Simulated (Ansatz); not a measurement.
# CH₅AlO₃, SMILES O[C](O)(O)[AlH2]: a ladder of methods at one geometry

Program: Ansatz 0.2.0, Python API.

`ch5alo3.xyz`
```text
10

O    -0.98080   -0.13810   -1.17100
C    -0.08460   -0.39180   -0.19150
O     0.91260   -1.15700   -0.77520
O    -0.61180   -1.08120    0.86300
Al    0.69510    1.32120    0.50420
H    -1.80110    0.35480   -0.73250
H     1.55950   -1.45790   -0.01560
H    -1.01570   -1.91100    0.47160
H    -0.25090    2.25440    1.47190
H     1.66070    2.15530   -0.42190
```

Run as a notebook:

**Cell 1**
```python
from pathlib import Path

import ansatz
import numpy as np
```

**Cell 2**
```python
system = ansatz.Crystal.molecule_from_extxyz('ch5alo3.xyz')
```

**Cell 3**
```python
job = system.calculation().basis(gaussian='def2-SVP')
```

**Cell 4**
```python
print('functional    E (Ha)        dipole (D)   HOMO (eV)  LUMO (eV)')
for name in ['hse06', 'pbe0', 'b3lyp', 'r2scan', 'lda', 'pbe']:
    report = job.functional(name).forces().orbitals().run(runs_dir='runs').report
    lines = Path(report['orbitals_path']).read_text().splitlines()
    field_of = lambda key: [line.split('=')[1].strip() for line in lines if line.startswith(key)]
    orbitals = [(27.211386 * float(e), s, float(n)) for e, s, n in zip(field_of('Ene='), field_of('Spin='), field_of('Occup='))]
    homo = max(e for e, _, n in orbitals if n > 0.5)
    lumo = min(e for e, _, n in orbitals if n < 0.5)
    dipole = 4.803205 * np.linalg.norm(report['charge_distribution']['dipole_moment_e_ang'])
    print(f'{name:10s} {report["free_energy_ev"] / 27.211386246:14.6f} {dipole:9.3f} {homo:11.3f} {lumo:10.3f}')
```
Output:
```text
functional    E (Ha)        dipole (D)   HOMO (eV)  LUMO (eV)
hse06         -508.459667     2.199      -6.213     -2.325
pbe0          -508.477466     2.203      -6.612     -1.955
b3lyp         -508.897855     2.156      -6.394     -2.169
r2scan        -508.712363     2.174      -5.535     -2.443
lda           -505.847456     2.111      -5.385     -2.875
pbe           -508.453823     2.077      -5.270     -2.658
```

Reading the output:
- These settings explore the input space; basis and method may be short of convergence.
- The geometry is a force-field or estimated start, not a minimum of this method, and the basis set is short of its limit. A lower total doesn't mark the better method: functionals have no common bound, and MP2 and coupled cluster aren't variational.
- b3lyp holds the VWN-RPA fit, as in Gaussian; the form of ORCA and Turbomole is b3lyp5.
- Levels such as HOMO and LUMO are orbital energies: with these approximate functionals they aren't the ionisation energy and electron affinity, and their gap isn't the fundamental gap.
- hse06 follows the composition of plane-wave codes, whose totals differ by tens of mHa, up to about 0.1 Ha, from the form usual in Gaussian-basis programs (wpbeh).
- Finished in 13 s on 1 thread of Intel(R) Xeon(R) 6975P-C (Granite Rapids) (shared host), peak memory 0.28 GiB.

(Lines on the test bed's own set-up are left out of the output.)
